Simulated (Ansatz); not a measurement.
# NaCl: how the settings move a single-point run

Question: which choices in the input matter for NaCl?

Computed with Ansatz 0.2.0 (reference: DFT, HSE06, plane waves, PAW, unless a step's input says otherwise).

**1. The structure to begin with**

The structure is cubic, space group Fm-3m (No. 225). Conventional cell: a = 5.605 Å, b = 5.605 Å, c = 5.605 Å, α = 90.00°, β = 90.00°, γ = 90.00°. Na (site symmetry m-3m) has 6 Cl at 2.80 Å as nearest neighbours. Cl (site symmetry m-3m) has 6 Na at 2.80 Å as nearest neighbours.

Coordinates:

```cif
data_structure
_symmetry_space_group_name_H-M 'P 1'
_symmetry_Int_Tables_number 1
_cell_length_a 3.9636
_cell_length_b 3.9636
_cell_length_c 3.9636
_cell_angle_alpha 60.000
_cell_angle_beta 60.000
_cell_angle_gamma 60.000
_cell_volume 44.03
loop_
_atom_site_label
_atom_site_type_symbol
_atom_site_fract_x
_atom_site_fract_y
_atom_site_fract_z
_atom_site_occupancy
Na1 Na 0.00000 0.00000 0.00000 1
Cl1 Cl 0.50000 0.50000 0.50000 1
```

**2. Baseline**

The input, input.yaml:

```yaml
crystal:
  lattice:
    - [0.0, 2.8026988303, 2.8026988303]
    - [2.8026988303, 0.0, 2.8026988303]
    - [2.8026988303, 2.8026988303, 0.0]
  atoms:
    - { symbol: Na, position: [0.0, 0.0, 0.0] }
    - { symbol: Cl, position: [0.5, 0.5, 0.5] }
kpoints:
  mp_grid: { grid: [4, 4, 4] }
hamiltonian:
  xc: hse06
scf:
  occupations: { method: fixed }
  n_extra_bands: 4
output:
  forces: true
  stress: true
  eigenvalues: true
  write_density: true
  write_potential: true
  elf: true
  volumetric_format: npy
```

Run with:

```
ansatz run input.yaml --threads 4 --pin off --max-ram 3686MiB --backend cpu --events-out ev --progress --plain --runs-dir out
```

**3. Changed: mp_grid.grid [6, 6, 6], xc pbe**

input.yaml, as its differences from that of step 2:

```diff
@@ -9,5 +9,5 @@
 kpoints:
-  mp_grid: { grid: [4, 4, 4] }
+  mp_grid: { grid: [6, 6, 6] }
 hamiltonian:
-  xc: hse06
+  xc: pbe
 scf:
@@ -19,5 +19 @@
   eigenvalues: true
-  write_density: true
-  write_potential: true
-  elf: true
-  volumetric_format: npy
```

**4. Changing settings: exchange pbe, correlation pbe, coeff 1.0**

input.yaml, as its differences from that of step 2:

```diff
@@ -11,3 +11,3 @@
 hamiltonian:
-  xc: hse06
+  xc: { exchange: pbe, correlation: pbe, exx: { coeff: 1.0 } }
 scf:
@@ -19,5 +19 @@
   eigenvalues: true
-  write_density: true
-  write_potential: true
-  elf: true
-  volumetric_format: npy
```

**5. Changed: exchange pbe, correlation pbe, coeff 0.35**

input.yaml, as its differences from that of step 2:

```diff
@@ -11,3 +11,3 @@
 hamiltonian:
-  xc: hse06
+  xc: { exchange: pbe, correlation: pbe, exx: { coeff: 0.35 } }
 scf:
@@ -19,5 +19 @@
   eigenvalues: true
-  write_density: true
-  write_potential: true
-  elf: true
-  volumetric_format: npy
```

**6. Variant: exchange pbe, correlation pbe, coeff 0.2, omega 0.1**

input.yaml, as its differences from that of step 2:

```diff
@@ -11,3 +11,3 @@
 hamiltonian:
-  xc: hse06
+  xc: { exchange: pbe, correlation: pbe, exx: { coeff: 0.2, omega: 0.1 } }
 scf:
@@ -19,5 +19 @@
   eigenvalues: true
-  write_density: true
-  write_potential: true
-  elf: true
-  volumetric_format: npy
```

**7. Variant: exchange pbe, correlation pbe, coeff 0.2, omega 0.2078**

input.yaml, as its differences from that of step 2:

```diff
@@ -11,3 +11,6 @@
 hamiltonian:
-  xc: hse06
+  xc:
+    exchange: pbe
+    correlation: pbe
+    exx: { coeff: 0.2, omega: 0.2078 }
 scf:
@@ -19,5 +22 @@
   eigenvalues: true
-  write_density: true
-  write_potential: true
-  elf: true
-  volumetric_format: npy
```

**8. Changed: ecutrho_ratio 8**

input.yaml, as its differences from that of step 2:

```diff
@@ -15,2 +15,3 @@
   n_extra_bands: 4
+  max_iter: 71
 output:
@@ -19,5 +20,3 @@
   eigenvalues: true
-  write_density: true
-  write_potential: true
-  elf: true
-  volumetric_format: npy
+basis:
+  ecutrho_ratio: 8
```

Before running it: what results should come out? Wanted: for each run, ending; energy change; pressure; gap; force.

**Answer**, as computed:

| run | ending | energy change | pressure (GPa) | gap (eV) | force (eV/Å) | cycles | time |
| --- | --- | --- | --- | --- | --- | --- | --- |
| reference | converged | 0 | 0.7 | 6.56 | 0.00 | 9 | 4.5 s |
| 1: mp_grid.grid [6, 6, 6], xc pbe | converged | not comparable | 1.3 | 5.18 | 0.00 | 7 | 0.46 s |
| 2: exchange pbe, correlation pbe, coeff 1.0 | converged | not comparable | -1.2 | 13.84 | 0.00 | 17 | 5.6 s |
| 3: exchange pbe, correlation pbe, coeff 0.35 | converged | not comparable | 0.4 | 8.14 | 0.00 | 11 | 4.4 s |
| 4: exchange pbe, correlation pbe, coeff 0.2, omega 0.1 | converged | not comparable | 0.8 | 6.56 | 0.00 | 9 | 4.5 s |
| 5: exchange pbe, correlation pbe, coeff 0.2, omega 0.2078 | converged | not comparable | 0.8 | 6.28 | 0.00 | 9 | 4.5 s |
| 6: ecutrho_ratio 8 | converged | 0.0 meV/atom | 0.7 | 6.56 | 0.00 | 9 | 4.9 s |

Times don't compare one to one where runs were asked for different outputs or read a saved state (see the inputs); cycles may leave out searches for a lower state.

Residual by cycle in the longest SCF loop of each run; runs are numbered as in the table. The quantity is the density residual dr2, in eV.

| cycle | reference | run 1 | run 2 | run 3 | run 4 | run 5 | run 6 |
| --- | --- | --- | --- | --- | --- | --- | --- |
| 1 | 0.0057 | 6.2e-4 | 1.4e-4 | 0.00934 | 0.00376 | 0.00382 | 0.00568 |
| 2 | 6.5e-4 | 8.3e-4 | 3.6e-5 | 0.00176 | 4.3e-4 | 3.9e-4 | 6.5e-4 |
| 3 | 1.3e-4 | 2.1e-4 | 9.6e-6 | 4.1e-4 | 7.9e-5 | 7.0e-5 | 1.3e-4 |
| 4 | 6.0e-6 | 3.4e-5 | 7.9e-7 | 2.8e-5 | 4.2e-6 | 4.0e-6 | 5.9e-6 |
| 5 | 7.6e-7 | 1.8e-6 | 3.0e-8 | 6.0e-6 | 5.3e-7 | 2.9e-7 | 8.2e-7 |
| 6 | - | 4.0e-7 | 8.9e-10 | - | - | - | - |
| 7 | - | 4.7e-8 | - | - | - | - | - |

What this shows: «ecutrho_ratio 8» leaves the energy as it was. Of the variants the dearest is «exchange pbe, correlation pbe, coeff 1.0» (5.6 s), the cheapest «mp_grid.grid [6, 6, 6], xc pbe» (0.46 s), on a shared host.
